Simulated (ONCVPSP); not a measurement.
# Ti, ONCV: a sweep of the qcut of the d channel, part 2 of 2

One potential is built and tested. Then the qcut of the d channel is changed, to learn what it costs or gains.

ONCVPSP 4.0.1; first potential LDA (Perdew-Zunger), scalar-relativistic. Step numbers count through all parts.

## (6) Now with qcut of the d channel (1/bohr) = 13.8

Ti.dat reads:

```
# ATOM AND REFERENCE CONFIGURATION
# atsym  z   nc   nv     iexc    psfile
  Ti 22.00    3    5        3      upf
#
#   n    l    f
    1    0    2.00
    2    0    2.00
    2    1    6.00
    3    0    2.00
    3    1    6.00
    3    2    2.00
    4    0    1.50
    4    1    0.50
#
# PSEUDOPOTENTIAL AND OPTIMIZATION
# lmax
    2
#
#   l,   rc,      ep,       ncon, nbas, qcut
    0    1.40    0.00    3    6   11.10
    1    2.25    0.00    4    8    7.10
    2    1.30    0.00    4    9   13.80
#
# LOCAL POTENTIAL
# lloc, lpopt,  rc(5),   dvloc0
    4    4    0.90   -1.00
#
# VANDERBILT-KLEINMAN-BYLANDER PROJECTORs
# l, nproj, debl
    0    2    2.60
    1    2    1.90
    2    2    0.50
#
# MODEL CORE CHARGE
# icmod, fcfact, rcfact
    4    0.70    0.00
#
# LOG DERIVATIVE ANALYSIS
# epsh1, epsh2, depsh
   -4.00    5.00    0.02
#
# OUTPUT GRID
# rlmax, drl
    6.00    0.01
#
# TEST CONFIGURATIONS
# ncnf
    4
# nvcnf
#   n    l    f
    5
    3    0    2.00
    3    1    6.00
    3    2    2.00
    4    0    2.00
    4    1    0.00
#
    5
    3    0    2.00
    3    1    6.00
    3    2    2.00
    4    0    1.00
    4    1    0.00
#
    5
    3    0    2.00
    3    1    6.00
    3    2    2.00
    4    0    0.00
    4    1    0.00
#
    5
    3    0    2.00
    3    1    6.00
    3    2    0.00
    4    0    0.00
    4    1    0.00
#
```

On the command line:

```
oncvpsp.x < Ti.dat > Ti.out
```

What the program wrote to Ti.out (without the consistency checks and plot data):

```text
ONCVPSP  (Optimized Norm-Conservinng Vanderbilt PSeudopotential)
scalar-relativistic version 4.0.1

[... all-electron levels as in step 2 ...]

Begin loop to  construct optimized pseudo wave functions
and semi-local pseudopoentials for all angular momenta

Calculating optimized projector #   1

 for l=   0

    Fraction of norm inside rc  0.855735
    Optimizing pswf for qcut=  11.10 a_B^-1,  ecut=  61.63 Ha
    Residual kinetic energy error=  7.73D-08 Ha

    Energy error per electron        Cutoff
         Ha          eV             Ha
         0.01000     0.27211       24.14
         0.00100     0.02721       31.85
         0.00010     0.00272       37.96
         0.00001     0.00027       42.72

Calculating optimized projector #   2

 for l=   0

    Fraction of norm inside rc  0.036237
    Optimizing pswf for qcut=  11.10 a_B^-1,  ecut=  61.63 Ha
    Residual kinetic energy error=  3.09D-09 Ha

    Energy error per electron        Cutoff
         Ha          eV             Ha
         0.01000     0.27211       16.13
         0.00100     0.02721       26.54
         0.00010     0.00272       34.92
         0.00001     0.00027       41.72

Calculating optimized projector #   1

 for l=   1

    Fraction of norm inside rc  0.981252
    Optimizing pswf for qcut=   7.11 a_B^-1,  ecut=  25.25 Ha
    Residual kinetic energy error=  3.27D-08 Ha

    Energy error per electron        Cutoff
         Ha          eV             Ha
         0.01000     0.27211       12.57
         0.00100     0.02721       15.81
         0.00010     0.00272       18.66
         0.00001     0.00027       21.04

Calculating optimized projector #   2

 for l=   1

    Fraction of norm inside rc  0.055678
    Optimizing pswf for qcut=   7.11 a_B^-1,  ecut=  25.25 Ha
    Residual kinetic energy error=  1.88D-08 Ha

    Energy error per electron        Cutoff
         Ha          eV             Ha
         0.01000     0.27211        8.39
         0.00100     0.02721       12.82
         0.00010     0.00272       16.40
         0.00001     0.00027       19.46

   Wellstate for l =  2  n =  4
     eigenvalue =   0.3127
     asymptotic potential =   0.8127
     half-point radius =  5.9833

Calculating optimized projector #   1

 for l=   2

    Fraction of norm inside rc  0.469816
    Optimizing pswf for qcut=  13.79 a_B^-1,  ecut=  95.06 Ha
    Residual kinetic energy error=  2.65D-08 Ha

    Energy error per electron        Cutoff
         Ha          eV             Ha
         0.01000     0.27211       45.27
         0.00100     0.02721       57.88
         0.00010     0.00272       68.17
         0.00001     0.00027       76.95

Calculating optimized projector #   2

 for l=   2

    Fraction of norm inside rc  0.100325
    Optimizing pswf for qcut=  13.79 a_B^-1,  ecut=  95.06 Ha
    Residual kinetic energy error=  3.77D-09 Ha

    Energy error per electron        Cutoff
         Ha          eV             Ha
         0.01000     0.27211       37.90
         0.00100     0.02721       52.13
         0.00010     0.00272       64.12
         0.00001     0.00027       73.88

Construct Vanderbilt / Kleinmman-Bylander projectors

B matrix Hermiticity error, ll=   0
   1   2    1.4653E-04

  Orthonormal projector coefficients  1.4999E+01  2.2748E+00

B matrix Hermiticity error, ll=   1
   1   2    5.6149E-05

  Orthonormal projector coefficients  4.4075E+00 -6.3716E-01

B matrix Hermiticity error, ll=   2
   1   2    2.8968E-05

  Orthonormal projector coefficients -7.9033E+00 -1.3102E+00

Model core correction analysis
  based on d2Exc/dn_idn_j

d2excae - all-electron derivatives

   -3.947548D-02   -3.649139D-02   -2.453737D-02   -2.734474D-03
   -1.258068D-03
   -3.649161D-02   -3.467424D-02   -2.446408D-02   -3.491746D-03
   -1.502650D-03
   -2.453791D-02   -2.446441D-02   -2.241510D-02   -1.031235D-02
   -5.462873D-03
   -2.734423D-03   -3.491462D-03   -1.030892D-02   -2.775052D-02
   -2.256986D-02
   -1.258104D-03   -1.502642D-03   -5.460578D-03   -2.255869D-02
   -2.711205D-02

d2excps - pseudofunction derivatives with no core correction

   -4.408913D-02   -3.992089D-02   -2.819876D-02   -3.134857D-03
   -1.471450D-03
   -3.992121D-02   -3.740407D-02   -2.740213D-02   -3.745650D-03
   -1.629337D-03
   -2.819953D-02   -2.740261D-02   -2.428778D-02   -1.058557D-02
   -5.606627D-03
   -3.134856D-03   -3.745382D-03   -1.058215D-02   -2.778110D-02
   -2.258416D-02
   -1.471513D-03   -1.629340D-03   -5.604338D-03   -2.257300D-02
   -2.711864D-02

rms 2nd derivative error    2.006105E-03

rmatch, rhocmatch    0.5422   15.2525

Coarse scan for minimum error
  matrix elements: rms 2nd-derivative errors (mHa)
  column index : amplitude prefactor to rhocmatch
  row index : scale prefactor to rmatch

         1.500  2.000  2.500  3.000  3.500  4.000  4.500  5.000  5.500  6.000

  1.0    1.760  1.705  1.656  1.612  1.572  1.534  1.499  1.466  1.435  1.406
  1.1    1.658  1.579  1.509  1.445  1.387  1.333  1.283  1.236  1.191  1.149
  1.2    1.531  1.423  1.327  1.239  1.160  1.086  1.018  0.954  0.895  0.839
  1.3    1.380  1.236  1.109  0.995  0.892  0.798  0.713  0.635  0.566  0.504
  1.4    1.202  1.020  0.860  0.720  0.599  0.498  0.419  0.368  0.350  0.363
  1.5    1.002  0.780  0.595  0.454  0.370  0.361  0.417  0.508  0.612  0.719
  1.6    0.783  0.537  0.385  0.378  0.489  0.642  0.804  0.964  1.117  1.265
  1.7    0.563  0.373  0.446  0.653  0.882  1.105  1.317  1.517  1.706  1.884
  1.8    0.396  0.473  0.765  1.072  1.364  1.635  1.888  2.124  2.345  2.552
  1.9    0.419  0.775  1.174  1.548  1.891  2.206  2.497  2.767  3.018  3.253

Nelder-Mead iteration
 converged in  53 steps
amplitude prefactor, scale prefactor
   30.7015    1.1005

Optimized Teter model core charge

d2excps - pseudofunction derivatives with core correction

   -3.880809D-02   -3.599650D-02   -2.520185D-02   -2.698469D-03
   -1.269017D-03
   -3.599660D-02   -3.445714D-02   -2.513495D-02   -3.422066D-03
   -1.477945D-03
   -2.520236D-02   -2.513535D-02   -2.252318D-02   -1.033821D-02
   -5.490310D-03
   -2.698410D-03   -3.421775D-03   -1.033477D-02   -2.774481D-02
   -2.256736D-02
   -1.269053D-03   -1.477937D-03   -5.488015D-03   -2.255620D-02
   -2.711081D-02

rms 2nd derivative error    3.343102E-04

Pseudoatom total energy  -57.702501

Diagnostic tests using Vanderbilt-Kleinman-Bylander pseudopotentials
  1 or more projectors used as specified by nproj input data

   l    rcore       rmatch      e in        delta e   norm test  slope test

   0   1.4035367   1.4461511  -2.3133535  -0.0000058   1.0001138   1.0001188
   0   1.4035367   1.4461511  -0.1840538   0.0000040   1.0000516   1.0000441

   1   2.2514601   2.3198193  -1.4505472  -0.0000004   1.0001052   1.0000986
   1   2.2514601   2.3198193  -0.0688348   0.0000008   1.0000136   1.0000115

   2   1.3063153   1.3459778  -0.1873441   0.0000037   1.0000606   1.0000481
   2   1.3063153   1.3459778   0.3126560  -0.0000012   1.0001503   1.0001503

 Testing for bound ghosts
   n   l    E NL Schr. Eq   E Basis Diag.   E Cutoff

   1   0       -2.313359       -2.313290     64.66
   2   0       -0.184050       -0.005471     64.66

   2   1       -1.450548       -1.450535     60.19
   3   1       -0.068834       -0.028725     60.19

   3   2       -0.187340       -0.164532    259.28

 Testing for highly-localized positive-energy ghosts
       l    <radius>/rc     E Basis Diag.   E Cutoff

Test configuration 0

   n   l     f        eae           eps        diff
   1   0  2.0000 -178.48340993
   2   0  2.0000  -19.70296802
   2   1  6.0000  -16.34072882
   3   0  2.0000   -2.31335352   -2.31335931   -5.78D-06
   3   1  6.0000   -1.45054717   -1.45054756   -3.84D-07
   3   2  2.0000   -0.18734405   -0.18734035    3.71D-06
   4   0  1.5000   -0.18405385   -0.18404990    3.95D-06
   4   1  0.5000   -0.06883484   -0.06883404    8.00D-07

    Total energies and differences
      AE_ref= -8.51664866D+02  AE_tst= -8.51664866D+02  dif=  0.00D+00
      PS_ref= -5.77025012D+01  PS_tst= -5.77025012D+01  dif= -3.55D-14
      PSP excitation error=  3.55D-14

Test configuration 1

   n   l     f        eae           eps        diff
   1   0  2.0000 -178.45780537
   2   0  2.0000  -19.67835832
   2   1  6.0000  -16.31608165
   3   0  2.0000   -2.28807719   -2.28806829    8.90D-06
   3   1  6.0000   -1.42532240   -1.42526796    5.44D-05
   3   2  2.0000   -0.16400601   -0.16398636    1.97D-05
   4   0  2.0000   -0.16905167   -0.16905061    1.05D-06

    Total energies and differences
      AE_ref= -8.51664866D+02  AE_tst= -8.51721753D+02  dif= -5.69D-02
      PS_ref= -5.77025012D+01  PS_tst= -5.77593913D+01  dif= -5.69D-02
      PSP excitation error=  2.43D-06

Test configuration 2

   n   l     f        eae           eps        diff
   1   0  2.0000 -178.73231539
   2   0  2.0000  -19.94761945
   2   1  6.0000  -16.58580399
   3   0  2.0000   -2.55882395   -2.55877591    4.80D-05
   3   1  6.0000   -1.69605856   -1.69609175   -3.32D-05
   3   2  2.0000   -0.42778243   -0.42781309   -3.07D-05
   4   0  1.0000   -0.38956797   -0.38955454    1.34D-05

    Total energies and differences
      AE_ref= -8.51664866D+02  AE_tst= -8.51444821D+02  dif=  2.20D-01
      PS_ref= -5.77025012D+01  PS_tst= -5.74824446D+01  dif=  2.20D-01
      PSP excitation error= -1.15D-05

Test configuration 3

   n   l     f        eae           eps        diff
   1   0  2.0000 -179.05709177
   2   0  2.0000  -20.26473507
   2   1  6.0000  -16.90357951
   3   0  2.0000   -2.87597502   -2.87593910    3.59D-05
   3   1  6.0000   -2.01250867   -2.01265310   -1.44D-04
   3   2  2.0000   -0.73225345   -0.73239885   -1.45D-04

    Total energies and differences
      AE_ref= -8.51664866D+02  AE_tst= -8.50937684D+02  dif=  7.27D-01
      PS_ref= -5.77025012D+01  PS_tst= -5.69752998D+01  dif=  7.27D-01
      PSP excitation error= -1.95D-05

Test configuration 4

psatom: WARNING lschvkbb convergence error n,l,iter=   3   1   3
ea(ii),et,emin,emax -6.883404E-02 -7.571744E-02 -7.571744E-02 -7.571744E-02
run_config: WARNING for fully non-local PS atom, stg. 1
 WARNING no output for configuration 5
```

Wall time 4.8 s (1 thread, shared host).

1 test gave no usable energy difference (3s2 3p6 3d0 4s0 4p0).

Excitation and ionisation energies from 3s2 3p6 3d2 4s1.5 4p0.5, with the error of the potential.

| valence configuration | charge | ΔE all-electron (eV) | error AE − PS (meV) |
| --- | --- | --- | --- |
| 3s2 3p6 3d2 4s2 4p0 | 0 | -1.548 | +0.1 |
| 3s2 3p6 3d2 4s1 4p0 | +1 | 5.988 | -0.3 |
| 3s2 3p6 3d2 4s0 4p0 | +2 | 19.788 | -0.5 |

Compared with the first run, the loose cutoff goes from 51 Ha to 58 Ha, the largest error in the tests that it solved is -0.5 meV (3s2 3p6 3d2 4s0 4p0) and there is no bound ghost.

## (7) Comparison

This closing draws on all 2 parts.

Cutoffs, loose and tight: the cutoffs (Ha) at which the residual kinetic energy of the hardest occupied pseudo-wave falls to 1 and 0.1 mHa per electron; empty and scattering waves don't count. The number of plane waves in a given cell goes as the cutoff to the power 3/2; it is given for the loose cutoff, relative to the first potential. Test errors are all-electron less pseudo. The phase difference is the largest within 0.5 Ha of zero, over the channels with partial waves.

```csv
qcut of the d channel (1/bohr),outcome,"cutoff, loose","cutoff, tight","plane waves, relative",bound ghosts,largest test error (meV),phase difference near zero (rad),"swept channel's first wave, loose cutoff"
12.2 (first),generated,51 Ha,60 Ha,1.00,none,-0.5 (1 test unsolved),0.000,51 Ha
13.8,generated,58 Ha,68 Ha,1.20,none,-0.5 (1 test unsolved),0.000,58 Ha
```

What this shows: The loose cutoff is 51 Ha at 12.2 and 58 Ha at 13.8.

The first potential by itself. By total energies transferability is very good where solved: the largest error is 0.5 meV on 19.8 eV, for 3s2 3p6 3d2 4s0 4p0. Of the tests 1 gave no usable energy difference, which is a warning in itself. The potential is hard: the looser tolerance needs 51 Ha. At the looser tolerance the 3d wave is the slowest; 3s needs 32 Ha.
